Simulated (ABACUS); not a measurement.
# SiSe (P-6m2) in ABACUS: settings compared, part 2 of 2

ABACUS 3.10.1.

## (3) Single point, PBE

File INPUT:

```
INPUT_PARAMETERS
suffix              SiSe
calculation         scf
basis_type          lcao
pseudo_dir          ./
orbital_dir         ./
symmetry            1
dft_functional      pbe
ecutwfc             100
pseudo_rcut         7
nspin               1
nbands              14
ks_solver           genelpa
smearing_method     fd
smearing_sigma      0.00367493
scf_thr             1e-07
scf_nmax            100
mixing_type         broyden
mixing_beta         0.7
cal_force           1
cal_stress          1
out_mul             1
```

File STRU:

```
ATOMIC_SPECIES
Si 28.0850 Si.upf
Se 78.9710 Se.upf

NUMERICAL_ORBITAL
Si_confined-atom_7au_2s2p1d.orb
Se_confined-atom_7au_2s2p2d.orb

LATTICE_CONSTANT
6.7939433633

LATTICE_VECTORS
1.0000000000 0.0000000000 0.0000000000
-0.5000000000 0.8660241433 0.0000000000
0.0000000000 0.0000000000 1.0009818647

ATOMIC_POSITIONS
Cartesian

Si
0.0
1
0.5000050000 0.2886718277 0.5004909324 1 1 1

Se
0.0
1
0.0000000000 0.0000000000 0.0000000000 1 1 1
```

File KPT:

```
K_POINTS
0
Gamma
9 9 7 0 0 0
```

Potentials or basis: PseudoDojo NC SR 0.4.1 PBE standard, DZP LCAO (the cutoffs set its grid).

The run is started by

```bash
$ OMP_NUM_THREADS=1 mpirun -np 4 abacus > log
```

running log:

```text
ABACUS v3.10.1

               Atomic-orbital Based Ab-initio Computation at UStc

 ------------------------------------------------------------------------------------

 READING GENERAL INFORMATION
                           global_out_dir = OUT.SiSe/
                           global_in_card = INPUT
                               pseudo_dir = ./
                              orbital_dir = ./
                                    DSIZE = 4
                                    GSIZE = 1

 READING UNITCELL INFORMATION
                                    ntype = 2
                  lattice constant (Bohr) = 6.79394
              lattice constant (Angstrom) = 3.5952

 READING ATOM TYPE 1
                               atom label = Si
                      L=0, number of zeta = 2
                      L=1, number of zeta = 2
                      L=2, number of zeta = 1
             number of atom for this type = 1

 READING ATOM TYPE 2
                               atom label = Se
                      L=0, number of zeta = 2
                      L=1, number of zeta = 2
                      L=2, number of zeta = 2
             number of atom for this type = 1

                        TOTAL ATOM NUMBER = 2
CARTESIAN COORDINATES ( UNIT =       6.793943363300 Bohr ).
    atom                   x                   y                   z     mag                  vx                  vy                  vz
tauc_Si1            0.5000050000        0.2886718277        0.5004909324  0.0000        0.0000000000        0.0000000000        0.0000000000
tauc_Se1            0.0000000000        0.0000000000        0.0000000000  0.0000        0.0000000000        0.0000000000        0.0000000000

                          Volume (Bohr^3) = 271.845
                             Volume (A^3) = 40.2833

 Lattice vectors: (Cartesian coordinate: in unit of a_0)
                   +1                  +0                  +0
                 -0.5           +0.866024                  +0
                   +0                  +0            +1.00098
 Reciprocal vectors: (Cartesian coordinate: in unit of 2 pi/a_0)
                   +1           +0.577351                  -0
                   -0             +1.1547                  -0
                   +0                  -0           +0.999019
 The esolver type has been set to : ksdft_lcao

                PAO radial cut off (Bohr) = 7

 Read in pseudopotential file is Si.upf
                     pseudopotential type = NC
          exchange-correlation functional = PBE
                 nonlocal core correction = 1
                        valence electrons = 4
                                     lmax = 2
                           number of zeta = 2
                     number of projectors = 6
                           L of projector = 0
[... 5 lines left out ...]
                PAO radial cut off (Bohr) = 7

 Read in pseudopotential file is Se.upf
                     pseudopotential type = NC
          exchange-correlation functional = PBE
                 nonlocal core correction = 1
                        valence electrons = 16
                                     lmax = 2
                           number of zeta = 3
                     number of projectors = 6
                           L of projector = 0
                           L of projector = 0
                           L of projector = 1
                           L of projector = 1
                           L of projector = 2
                           L of projector = 2
     initial pseudo atomic orbital number = 13

 SETUP THE ELECTRONS NUMBER
            electron number of element Si = 4
      total electron number of element Si = 4
            electron number of element Se = 16
      total electron number of element Se = 16
            AUTOSET number of electrons:  = 20
[... 162 lines left out ...]
        3             94           1502
        4             95           1505
 --------------- sum -------------------
        4            379           6017

 SET NONLOCAL PSEUDOPOTENTIAL PROJECTORS
 SET NONLOCAL PSEUDOPOTENTIAL PROJECTORS
 max number of nonlocal projetors among all species is 6

 -------------------------------------------
 SELF-CONSISTENT
 -------------------------------------------

 SETUP SEARCHING RADIUS FOR PROGRAM TO SEARCH ADJACENT ATOMS
                  longest orb rcut (Bohr) = 7
   longest nonlocal projector rcut (Bohr) = 1.94
                     search radius (Bohr) = 17.9
              searching radius is (Bohr)) = 17.9
         searching radius unit is (Bohr)) = 6.79
                         PeriodicBoundary = 1
                        Radius(unit:lat0) = 2.63
                                   glayer = [ 5, 5, 4 ]
                             glayer_minus = [ 4, 4, 3 ]

Find the coordinate range of the input atom(unit:lat0).
                                  min_tau = [ -6, -3.46, -3 ]
                                  max_tau = [ 6.5, 3.75, 3.5 ]
                                BoxNumber = [ 9, 9, 7 ]

 SETUP EXTENDED REAL SPACE GRID FOR GRID INTEGRATION
                          real space grid = [ 45, 45, 45 ]
                 big cell numbers in grid = [ 15, 15, 15 ]
             meshcell numbers in big cell = [ 3, 3, 3 ]
                        extended fft grid = [ 18, 18, 16 ]
                dimension of extened grid = [ 52, 52, 48 ]
                            UnitCellTotal = 125
              Atom number in sub-FFT-grid = 2
    Local orbitals number in sub-FFT-grid = 31
                                ParaV.nnr = 13718
                                 init_chg = atomic

 LCAO ALGORITHM --------------- ION=   1  ELEC=   1--------------------------------

 Density error is 0.0268161667266
----------------------------------------------------------
     Energy           Rydberg                 eV
----------------------------------------------------------
 E_KohnSham     -250.8791946953      -3413.3865575080
 E_Harris       -249.9327184893      -3400.5090880842
 E_Fermi        0.7116069444         9.6819091801
----------------------------------------------------------
[... 69 lines left out ...]
 Density error is 4.99364822574e-08
----------------------------------------------------------
     Energy           Rydberg                 eV
----------------------------------------------------------
 E_KohnSham     -250.8823686365      -3413.4297411928
 E_KS(sigma->0) -250.8820821670      -3413.4258435749
 E_Harris       -250.8823707177      -3413.4297695094
 E_band         -25.8502456754       -351.7106358858
 E_one_elec     -142.0135445956      -1932.1933996767
 E_Hartree      76.6479032022        1042.8482233029
 E_xc           -51.4261418373       -699.6885551436
 E_Ewald        -134.0900124668      -1824.3882144397
 E_entropy(-TS) -0.0005729391        -0.0077952358
 E_descf        0.0000000000         0.0000000000
 E_exx          0.0000000000         0.0000000000
 E_Fermi        0.7113753392         9.6787580304
----------------------------------------------------------

 charge density convergence is achieved
 final etot is -3413.4297412 eV
 EFERMI = 9.6787580304 eV

 STATE ENERGY(eV) AND OCCUPATIONS    NSPIN == 1
 1/164 kpoint (Cartesian) = 0.0000 0.0000 0.0000 (1146 pws)
       1       -38.6636     0.00352734
       2       -38.6461     0.00352734
       3       -38.6461     0.00352734
       4       -38.6033     0.00352734
       5       -38.6033     0.00352734
       6       -5.66853     0.00352734
       7        4.88132     0.00352734
       8        5.89152     0.00352734
       9        7.81360     0.00352734
      10        7.81370     0.00352734
      11        12.4603    2.43892e-27
      12        12.4604    2.43273e-27
      13        13.0928    7.82695e-33
      14        16.3785    2.26046e-61
[... 66 lines left out ...]
       1       -38.6635     0.00705467
       2       -38.6461     0.00705467
       3       -38.6461     0.00705467
       4       -38.6033     0.00705467
       5       -38.6031     0.00705467
       6       -5.53839     0.00705467
       7        4.40283     0.00705467
       8        6.03231     0.00705467
       9        7.54021     0.00705467
      10        7.69019     0.00705467
      11        12.0150    3.60206e-23
      12        12.9094    6.13030e-31
      13        13.9483    5.80488e-40
      14        15.6515    9.33473e-55

[... levels at 158 further k points ...]

 correction force for each atom along direction 1 is 7.32669e-10
 correction force for each atom along direction 2 is -5.01489e-10
 correction force for each atom along direction 3 is 0.00314003
------------------------------------------------------------------------------------------
 TOTAL-FORCE (eV/Angstrom)
------------------------------------------------------------------------------------------
                       Si1        -0.0000259591         0.0000141708         0.0000000000
                       Se1         0.0000259591        -0.0000141708         0.0000000000
------------------------------------------------------------------------------------------

----------------------------------------------------------------
 TOTAL-STRESS (KBAR)
----------------------------------------------------------------
        13.0850567301        -0.0004025254         0.0000000000
        -0.0004025254        13.0847133991         0.0000000000
         0.0000000000         0.0000000000        24.1440654041
----------------------------------------------------------------
 TOTAL-PRESSURE: 16.771279 KBAR

 --------------------------------------------
 !FINAL_ETOT_IS -3413.4297411928273505 eV
 --------------------------------------------
```

Run time: 4.8 s. Hardware: 4 MPI ranks of Intel Xeon Platinum 8559C (Emerald Rapids), shared host; peak memory 0.4 GiB.

Results:

```
Free energy            : -3413.4297 eV
Pressure               : 1.7 GPa
Band gap on the k mesh : none (metal or under the smearing width)
Mulliken charges       : Si +0.16; Se -0.16 e
```

Caveat: the atomic orbitals were generated for these runs and aren't a published set; Mulliken charges move with the basis; the basis of atomic orbitals isn't converged, which shifts pressures, moduli and gaps.
